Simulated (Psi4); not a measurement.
# BCl2F (SMILES FB(Cl)Cl): a chain of runs, part 2 of 2

Psi4 1.11. The steps go on from the part before.

## Step 3: The harmonic vibrations at CAM-B3LYP/def2-SVP (density fitting) (run 2)

bcl2f.xyz reads:

```xyz
4
BCl2F
B     -0.053186    -0.088480    -0.000022
Cl     1.688739    -0.146692     0.014146
Cl    -0.922327     1.422215    -0.016898
F     -0.727289    -1.210307     0.002556
```

job.py reads:

```python
import psi4

psi4.set_memory(1600000000)
psi4.set_num_threads(1)
psi4.set_output_file('run.log', False)

with open('bcl2f.xyz') as f:
    atoms = ''.join(f.readlines()[2:])
m = psi4.geometry('0 1\n' + atoms + '')

psi4.set_options({
    'basis': 'def2-SVP',
    't': 600.0,
    'rotational_symmetry_number': 2,
})

energy_value = psi4.frequencies('CAM-B3LYP')
print('E =', round(energy_value, 9))
for k in ('ZPVE', 'ENTHALPY', 'GIBBS FREE ENERGY'):
    print(f'{k}: {psi4.variable(k):.8f} Eh')
```

On the command line:

```sh
$ python job.py
```

run.log, shortened:

```text
[...]
  Running in c1 symmetry.
[...]
  Nuclear repulsion =  181.351146649611934
[...]
  Multiplicity = 1
[...]
  Nalpha       = 24
  Nbeta        = 24
[...]
    Number of basis functions: 64
[...]
   @DF-RKS iter   1: -1044.79375529951812   -2.16444e-01   5.59968e-03 ADIIS/DIIS
[...]
   @DF-RKS iter  11: -1044.83929849489959    0.00000e+00   1.41527e-09 DIIS
[...]
  @DF-RKS Final Energy: -1044.83929849489959
   => Energetics <=
    Nuclear Repulsion Energy =            181.3514889015058600
    One-Electron Energy =               -1803.7057094875149232
    Two-Electron Energy =                 631.5893176334859618
    DFT Exchange-Correlation Energy =     -54.0743955423766494
    Empirical Dispersion Energy =           0.0000000000000000
    VV10 Nonlocal Energy =                  0.0000000000000000
    Total Energy =                      -1044.8392984948995945
[...]
  -Total Gradient:
     Atom            X                  Y                   Z
    ------   -----------------  -----------------  -----------------
       1       -0.000059768651    -0.000098894697    -0.000014966112
       2        0.000074133887    -0.000033127231     0.000005392049
       3       -0.000063768720     0.000048019212     0.000003777641
       4        0.000027550626     0.000047646938     0.000005873063
[...]
  ==> Harmonic Vibrational Analysis <==
[...]
  Freq [cm^-1]                 271.5451            375.0864            526.0802
[...]
  IR activ [km/mol]             0.6897              4.4930             24.4473
[...]
  Freq [cm^-1]                 572.3899           1027.8663           1365.5984
[...]
  IR activ [km/mol]             5.5605             480.6205            333.2286
[...]
  Total E_0, Enthalpy at 0 [K]                                                        -1044.82987015 [Eh]
[...]
  Total H, Enthalpy at  600.00 [K]                                                    -1044.81723728 [Eh]
[...]
  Total G, Gibbs energy at  600.00 [K]                                                -1044.89321757 [Eh]
[...]
```

On the terminal:

```text
Warning: used thermodynamics relations inappropriate for low-frequency modes: ['271.5451' '375.0864' '526.0802' '572.3899']
E = -1044.839298497
ZPVE: 0.00942835 Eh
ENTHALPY: -1044.81723728 Eh
GIBBS FREE ENERGY: -1044.89321757 Eh
```

Wall time 1.8 min (1 thread of AMD EPYC 7R43 (Zen 3), shared host); peak memory 0.38 GiB.

## Step 4: A single-point energy at MP2-F12/cc-pVDZ-F12 (density fitting, density fitting for correlation) (run 3)

job.dat reads:

```
memory 1.6 GB

molecule {
  B     -0.053186    -0.088480    -0.000022
  Cl     1.688739    -0.146692     0.014146
  Cl    -0.922327     1.422215    -0.016898
  F     -0.727289    -1.210307     0.002556
  units angstrom
}

set {
  basis cc-pVDZ-F12
  freeze_core true
}

E, wfn = energy("mp2-f12", return_wfn=True)
```

On the command line:

```sh
$ psi4 -n 1 job.dat job.out
```

job.out, shortened:

```text
[...]
  Running in c1 symmetry.
[...]
  Nuclear repulsion =  181.351356770352112
[...]
  Multiplicity = 1
[...]
  Nalpha       = 24
  Nbeta        = 24
[...]
    Number of basis functions: 138
[...]
   @DF-RHF iter   1: -1043.30548822144283   -4.59238e-01   2.74758e-03 ADIIS/DIIS
[...]
   @DF-RHF iter  11: -1043.35407481453376   -1.77351e-11   7.65603e-09 DIIS
[...]
    Orbital Energies [Eh]
    ---------------------
    Doubly Occupied:
       1A   -104.861083     2A   -104.861083     3A    -26.344007
       4A    -10.588336     5A    -10.588327     6A     -8.055568
       7A     -8.055567     8A     -8.053233     9A     -8.053232
      10A     -8.052929    11A     -8.052929    12A     -7.782532
      13A     -1.662880    14A     -1.160958    15A     -1.124140
      16A     -0.822325    17A     -0.737649    18A     -0.719444
      19A     -0.666304    20A     -0.566352    21A     -0.524941
      22A     -0.512816    23A     -0.486030    24A     -0.472614
[...]
  @DF-RHF Final Energy: -1043.35407481453376
   => Energetics <=
    Nuclear Repulsion Energy =            181.3513567703521119
    One-Electron Energy =               -1803.8003034955982002
    Two-Electron Energy =                 579.0948719107122997
    Total Energy =                      -1043.3540748145337602
[...]
 Multipole Moments:
 ------------------------------------------------------------------------------------
     Multipole            Electronic (a.u.)      Nuclear  (a.u.)        Total (a.u.)
 ------------------------------------------------------------------------------------
 L = 1.  Multiply by 2.5417464519 to convert [e a0] to [Debye]
 Dipole X            :         -0.4287869            0.4976358            0.0688489
 Dipole Y            :         -0.7135885            0.8281604            0.1145719
 Dipole Z            :          0.0012049           -0.0016582           -0.0004533
 Magnitude           :                                                    0.1336679
[...]
```

It took 2.1 min on 1 thread of AMD EPYC 7R43 (Zen 3), shared host; peak memory 3.3 GiB.

## Step 5: What came out

This closing draws on all 2 parts.

| quantity | value |
| --- | --- |
| run 1, CAM-B3LYP/def2-SVP: total energy at the end | -1044.83930 Eh |
| run 1, CAM-B3LYP/def2-SVP: dipole moment | 0.26 D |
| run 1, CAM-B3LYP/def2-SVP: HOMO energy | -10.56 eV |
| run 1, CAM-B3LYP/def2-SVP: LUMO energy | 0.57 eV |
| run 1, CAM-B3LYP/def2-SVP: HOMO–LUMO gap | 11.13 eV |
| run 2, CAM-B3LYP/def2-SVP: lowest harmonic wavenumber | 272 cm⁻¹ |
| run 2, CAM-B3LYP/def2-SVP: highest harmonic wavenumber | 1366 cm⁻¹ |
| run 2, CAM-B3LYP/def2-SVP: zero-point energy | 24.8 kJ/mol |
| run 2, CAM-B3LYP/def2-SVP: ideal-gas entropy at 600 K (symmetry number 2 as used) | 79.5 cal/(mol K) |
| run 3, MP2-F12/cc-pVDZ-F12: total energy | -1044.19792 Eh |
| run 3, MP2-F12/cc-pVDZ-F12: HOMO energy (Hartree–Fock orbitals) | -12.86 eV |
| run 3, MP2-F12/cc-pVDZ-F12: LUMO energy (Hartree–Fock orbitals) | 1.17 eV |
| run 3, MP2-F12/cc-pVDZ-F12: HOMO–LUMO gap (Hartree–Fock orbitals) | 14.03 eV |
| run 3, MP2-F12/cc-pVDZ-F12: correlation energy (12 core orbitals frozen) | -831.5 mEh |

**Reading.** The optimisation (run 1, CAM-B3LYP/def2-SVP) took 6 steps and changed the energy by -0.031 eV. All 6 modes (run 2, CAM-B3LYP/def2-SVP) are real, so the shape is a minimum at this level.
